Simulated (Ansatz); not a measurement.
# Al6HO in Ansatz: reference runs

Reference runs on Al6HO: the cell as given.

All numbers are computed with Ansatz 0.2.0; they aren't measurements. Logs are shortened: lines on timing, memory, paths and dates and some standing lists are left out, and cuts for length are marked.

### Step 1. The cell of the first run

The cell holds a slab with vacuum, 16 atoms: a = 5.725 Å, b = 5.725 Å, c = 24.998 Å, α = 90.00°, β = 90.00°, γ = 120.00°.

### Step 2. Single point, PBE

File input.yaml:

```yaml
crystal:
  lattice:
    - [5.7246799319, 0.0, 0.0]
    - [-2.862339966, 4.9577182496, 0.0]
    - [0.0, 0.0, 24.9976815913]
  atoms:
    - { symbol: Al, position: [0.3333333333, 0.1666666667, 0.3200296784] }
    - { symbol: Al, position: [0.3333333333, 0.6666666667, 0.3200296784] }
    - { symbol: Al, position: [0.8333333333, 0.1666666667, 0.3200296784] }
    - { symbol: Al, position: [0.8333333333, 0.6666666667, 0.3200296784] }
    - { symbol: Al, position: [0.6666666667, 0.3333333333, 0.4135219803] }
    - { symbol: Al, position: [0.6666666667, 0.8333333333, 0.4135219803] }
    - { symbol: Al, position: [0.1666666667, 0.3333333333, 0.4135219803] }
    - { symbol: Al, position: [0.1666666667, 0.8333333333, 0.4135219803] }
    - { symbol: Al, position: [0.0, 0.5, 0.5070142823] }
    - { symbol: Al, position: [0.0, 0.0, 0.5070142823] }
    - { symbol: Al, position: [0.5, 0.5, 0.5070142823] }
    - { symbol: Al, position: [0.5, 0.0, 0.5070142823] }
    - { symbol: O, position: [0.2947641794, 0.394930328, 0.6304857326] }
    - { symbol: O, position: [0.2602724546, 0.4921452479, 0.5853015424] }
    - { symbol: H, position: [0.149901704, 0.3805855205, 0.6543679473] }
    - { symbol: H, position: [0.1666666667, 0.3333333333, 0.5614193276] }
hamiltonian:
  xc: pbe
  pseudopotentials: { kind: paw }
kpoints:
  mp_grid: { grid: [6, 6, 1] }
scf:
  occupations: { method: fermi_dirac, width: 0.05 }
output:
  forces: true
  eigenvalues: true
efield:
  axis: 3
  dipole_correction: true
  ramp_width: 0.04
```

Potentials or basis: Ansatz PAW.

On the command line:

```console
ansatz run input.yaml --threads 4 --pin off --max-ram 11264MiB --backend cpu --events-out ev --progress --plain --runs-dir out
```

Standard output:

```text
Warning: RAYON_NUM_THREADS=4 ignored (pool sized by the plan → 4); use --threads N
Engine: ansatz 0.2.0, aarch64-unknown-linux-gnu
Pseudopotentials: kind: paw
Pseudopotential: Al, paw, valence charge 3, recommended cutoff 420 eV (normal), Al.paw.azcp
Pseudopotential: O, paw, valence charge 6, recommended cutoff 420 eV (normal), O.paw.azcp
Pseudopotential: H, paw, valence charge 1, recommended cutoff 420 eV (normal), H.paw.azcp
Functional definition: PBE
  parameter kappa = 0.804
  parameter beta = 0.06672455060314922
  exchange = pbe_x(kappa = kappa, mu = beta*pi^2/3)
  correlation = pbe_c(beta = beta)
Crystal: 16 atoms, lattice volume = 709.468 Å³
Basis set: ecut = 420 eV, 13907 PW (Γ), exchange–correlation on 80×80×360 points (8 copies of the dense FFT grid, shifted against one another)
Bands: 41, of which v1, the nominal top of the filled ones, is band 25 counted from 1 (24 counted from 0)
Symmetry: 1 space group operations
Space group: P1 (ITA 1), of the structure as read, at distance tolerance 8.9e-5 Å
k-points: 20 of 36 (time reversal used)
Non-local potential: Al, projectors of the file, l = 0: 2, l = 1: 2, l = 2: 1
Non-local potential: O, projectors of the file, l = 0: 2, l = 1: 2, l = 2: 1
Non-local potential: H, projectors of the file, l = 0: 2, l = 1: 1
PAW form: soft (Blöchl's): semilocal exchange-correlation on the pseudo side does not see the compensation charge
PAW one-centre angular grid: Al, 110 points (default); XC on 64 Gauss nodes
PAW one-centre angular grid: O, 110 points (default); XC on 64 Gauss nodes
PAW one-centre angular grid: H, 110 points (default); XC on 64 Gauss nodes
Initial density: superposition of atomic densities (neutral atoms: chi_scale 0, normalization atom), corrected by the library's trained network
Initial wavefunctions: pseudopotential atomic-orbital guess
Functional: x = pbe(κ = 0.804, μ = 0.2195149727645171), c = pbe(β = 0.06672455060314922)
SCF iter   1: F=—  HF=-7609.397114 eV  |F-HF|=—  |Δ(HF+E_count)|=         —  Δρ=2.76e-3  dr2=6.43e-1  ethr=1.77e-3  p=-0.018 e·Å  D=-4.62e-3 V/Å  ΔV_dip=0.12 eV  dr2_dipole=1.88e-1  V_vac-E_F(+/−)=4.08/3.96 eV  ⟨swp⟩=9.6  Hψ=5356  notcnv=0  defer=28
efield: sawtooth ramp at fractional position 0.9672 (placed from the atoms, in the widest stretch of the axis that holds none; the zero of the levels goes with the place), width 0.0400; the density the first Hamiltonian is built on has a dipole p = -0.018 e·Å; the dipole correction subtracts the counter field D = -4.62e-3 V/Å, which shifts the + side's vacuum level by +0.12 eV against the − side's; the planar-averaged density in the ramp window peaks in size at 7.5e-6 e/Å³
preconditioner: auto → LDOS  [metal: Δε(μ)=0.009 eV  Ē_g=7.207 eV  σ=0.050 eV  W_gap=0.04  n_scr=66 (ndim 8)  ℏωp=9.5 eV  f_vac=0.566  D(μ)=8.29/eV (n_scr^D=40)  β→1.0]
SCF iter   2: F=—  HF=-7609.309736 eV  |F-HF|=—  |Δ(HF+E_count)|=   8.74e-2  Δρ=2.32e-3  dr2=5.28e-2  ethr=1.29e-3  p=0.197 e·Å  D=5.03e-2 V/Å  ΔV_dip=-1.26 eV  dr2_dipole=1.67e-3  V_vac-E_F(+/−)=2.74/4.00 eV  ⟨swp⟩=4.5  Hψ=1707  notcnv=0  defer=119
SCF iter   3: F=—  HF=-7609.306381 eV  |F-HF|=—  |Δ(HF+E_count)|=   3.36e-3  Δρ=1.62e-3  dr2=2.28e-2  ethr=1.06e-4  p=0.168 e·Å  D=4.29e-2 V/Å  ΔV_dip=-1.07 eV  dr2_dipole=3.14e-4  V_vac-E_F(+/−)=2.91/3.98 eV  ⟨swp⟩=3.5  Hψ=1502  notcnv=0  defer=117
SCF iter   4: F=—  HF=-7609.301555 eV  |F-HF|=—  |Δ(HF+E_count)|=   4.83e-3  Δρ=4.40e-4  dr2=1.56e-3  ethr=4.57e-5  p=0.190 e·Å  D=4.85e-2 V/Å  ΔV_dip=-1.21 eV  dr2_dipole=1.66e-5  V_vac-E_F(+/−)=2.76/3.97 eV  ⟨swp⟩=2.2  Hψ=1404  notcnv=0  defer=117
SCF iter   5: F=—  HF=-7609.301505 eV  |F-HF|=—  |Δ(HF+E_count)|=   5.01e-5  Δρ=1.20e-4  dr2=2.15e-4  ethr=3.12e-6  p=0.188 e·Å  D=4.81e-2 V/Å  ΔV_dip=-1.20 eV  dr2_dipole=2.07e-5  V_vac-E_F(+/−)=2.77/3.97 eV  ⟨swp⟩=2.2  Hψ=1280  notcnv=0  defer=117
SCF iter   6: F=—  HF=-7609.301538 eV  |F-HF|=—  |Δ(HF+E_count)|=   3.30e-5  Δρ=2.45e-5  dr2=2.63e-5  ethr=4.31e-7  p=0.187 e·Å  D=4.77e-2 V/Å  ΔV_dip=-1.19 eV  dr2_dipole=3.82e-6  V_vac-E_F(+/−)=2.77/3.96 eV  ⟨swp⟩=2.4  Hψ=1158  notcnv=0  defer=119
SCF iter   7: F=—  HF=-7609.301447 eV  |F-HF|=—  |Δ(HF+E_count)|=   9.05e-5  Δρ=6.04e-6  dr2=8.76e-7  ethr=5.26e-8  p=0.187 e·Å  D=4.77e-2 V/Å  ΔV_dip=-1.19 eV  dr2_dipole=9.68e-8  V_vac-E_F(+/−)=2.77/3.96 eV  ⟨swp⟩=2.0  Hψ=1023  notcnv=0  defer=117
SCF iter   8: F=-7609.301448 eV  HF=-7609.301448 eV  |F-HF|=1.04e-7  |Δ(HF+E_count)|=   4.47e-7  Δρ=1.74e-6  dr2=6.52e-8  ethr=2.00e-10  p=0.187 e·Å  D=4.77e-2 V/Å  ΔV_dip=-1.19 eV  dr2_dipole=1.44e-8  V_vac-E_F(+/−)=2.77/3.96 eV  ⟨swp⟩=33.4  Hψ=7089  notcnv=0
SCF 1 converged in 8 iterations: F = -7609.301448 eV  dr2 = 6.52e-8
SCF converged after 8 iterations
Free energy (F): -7609.301448 eV
Harris-Foulkes:  -7609.301448 eV  (|F-HF|=1.04e-7)
Internal energy: -7609.236129 eV  (E = F + TS)
E sigma→0 (E₀):  -7609.268789 eV
Entropy (-TS):   -0.065318 eV (-4.082 meV/atom)
Fermi energy:    0.147316 eV
Dipole field:    D = 0.047617 V/Å  (p = 0.186696 e·Å, saw-weighted, corrected)
Work function:   Φ+ = 2.7673 eV   Φ− = 3.9576 eV
Levels:          The Fermi level and band energies are counted from a zero that moves with the ramp; work functions are not
--- Per-component energies (eV) ---
  E_band       = -307.458584
  E_kinetic    = 641.660120
  E_local      = -14016.271596  (includes V_loc(G=0)·N_el)
  E_nonlocal   = 226.419243
  E_hartree    = 6751.886014
  E_xc         = -633.890533
  E_vxc        = -547.555355  (∫ρ·V_xc dr)
  E_paw        = -5925.015340  (= ΣΔE_a)
  E_vpaw       = -116.634750  (= ΣTr[D̂ρ^β])
  E_aug_tail   = 0.002263  (compensation charges beyond the density's cutoff)
  E_efield     = 0.004445  (sawtooth field / dipole correction)
  E_vefield    = 1.154736  (∫n·V_field dr)
  E_ewald      = 5345.969256
  E_smearing   = -0.065318  (= −TS)
  E_closure    = 0.000000  (closes the sum)
  Σ components = -7609.301448   (vs F -7609.301448, Δ=0.00e0)
--- Forces (eV/Å), atoms counted from 1 ---
  atom   1  Al     0.02899347     0.01099238     0.05999906
  atom   2  Al     0.01495020    -0.00014319     0.06951286
  atom   3  Al    -0.04152793     0.00616108     0.07779856
  atom   4  Al    -0.00228946    -0.00380746     0.05535081
  atom   5  Al     0.01823983    -0.00176860    -0.01704080
  atom   6  Al    -0.00801679     0.00148767    -0.00222227
[... 8 lines left out ...]
  atom  15  H      0.45531327    -0.01745641    -0.26485786
  atom  16  H     -0.31920331    -1.30588707    -0.50335585
  max |Σ_I F_I| component: 1.85e-4 eV/Å
--- Band table (eV; the first three rows and the last of 20) ---
  k-point 0: bands = ["-27.0193", "-19.1753", "-11.9508", "-10.2709", "-9.5527", "-8.7026", "-8.2487", "-5.9303", "-4.7218", "-4.5376", "-4.4341", "-4.4294", "-4.4223", "-4.4059", "-4.2112", "-3.8186", "-3.0881", "-3.0624", "-2.9563", "-2.8060", "-2.5553", "-2.5160", "-2.3840", "-0.3944", "-0.2860", "-0.2496", "-0.1086", "-0.0263", "0.0885", "0.6910", "1.8108", "2.4479", "2.6465", "2.7016", "2.7627", "2.7906", "3.0342", "3.2464", "3.5929", "4.1024", "5.0632"]
  k-point 1: bands = ["-27.0192", "-19.1750", "-11.9458", "-10.1135", "-9.5560", "-8.6130", "-8.1837", "-6.1863", "-5.7719", "-5.2696", "-5.2258", "-4.6594", "-4.4793", "-3.8818", "-3.5402", "-3.4817", "-3.3017", "-3.2825", "-2.6622", "-2.4658", "-1.8105", "-1.7485", "-1.6814", "-0.9220", "-0.7682", "-0.6386", "0.6357", "0.8499", "0.9200", "1.1488", "1.7817", "1.8105", "2.0550", "2.2220", "3.2833", "3.5953", "3.7376", "3.7850", "4.1052", "4.1869", "4.2645"]
  k-point 2: bands = ["-27.0191", "-19.1745", "-11.9363", "-9.6948", "-9.5049", "-8.5022", "-7.8432", "-7.6126", "-6.0010", "-5.7349", "-5.7045", "-5.2956", "-4.6284", "-4.1695", "-3.8893", "-3.7263", "-3.1880", "-2.1959", "-2.0367", "-2.0193", "-1.3859", "-1.3002", "-0.4279", "-0.2469", "-0.1708", "0.1411", "1.1764", "1.2774", "1.4305", "1.6329", "1.8194", "1.8711", "2.2390", "2.5023", "2.5447", "3.2375", "3.4537", "3.6421", "3.7880", "3.9866", "4.0940"]
  k-point 19: bands = ["-27.0191", "-19.1744", "-11.9306", "-9.6117", "-8.8122", "-8.7853", "-8.3967", "-7.1713", "-7.0519", "-5.8786", "-5.8528", "-4.8506", "-4.5470", "-4.3940", "-4.2449", "-3.9463", "-3.5296", "-1.7796", "-1.6986", "-1.4376", "-1.3084", "-0.2672", "-0.2509", "-0.0156", "0.0236", "1.0669", "1.0953", "1.4121", "1.4503", "1.7480", "1.7662", "1.8832", "2.0537", "2.7094", "2.8596", "2.9472", "3.6798", "3.7766", "3.9130", "4.0731", "4.2153"]
```

It took 15 s on 4 threads of Arm Neoverse V1, shared host; peak memory 1.2 GiB.

What came out:

```yaml
Free_energy: -7609.3014 eV
Largest_force: 6.193 eV/Å
Band_gap_on_the_k_mesh: none (metal or under the smearing width)
Work_function_of_the_upper_face: 2.77 eV
Work_function_of_the_lower_face: 3.96 eV
Dipole_across_the_slab: 0.187 e·Å
```

Forces on the atoms (eV/Å):
```
Al   0.029  0.011  0.060
Al   0.015  0.000  0.070
Al  -0.042  0.006  0.078
Al  -0.002 -0.004  0.055
Al   0.018 -0.002 -0.017
Al  -0.008  0.001 -0.002
Al  -0.003  0.032  0.019
Al   0.006 -0.008 -0.009
Al  -0.793  0.256 -0.903
Al  -0.022 -0.532 -0.541
Al   0.518  0.278 -0.591
Al  -0.060  0.077 -0.277
O    1.515 -1.962  5.675
O   -1.307  3.168 -2.848
H    0.455 -0.017 -0.265
H   -0.319 -1.306 -0.503
```
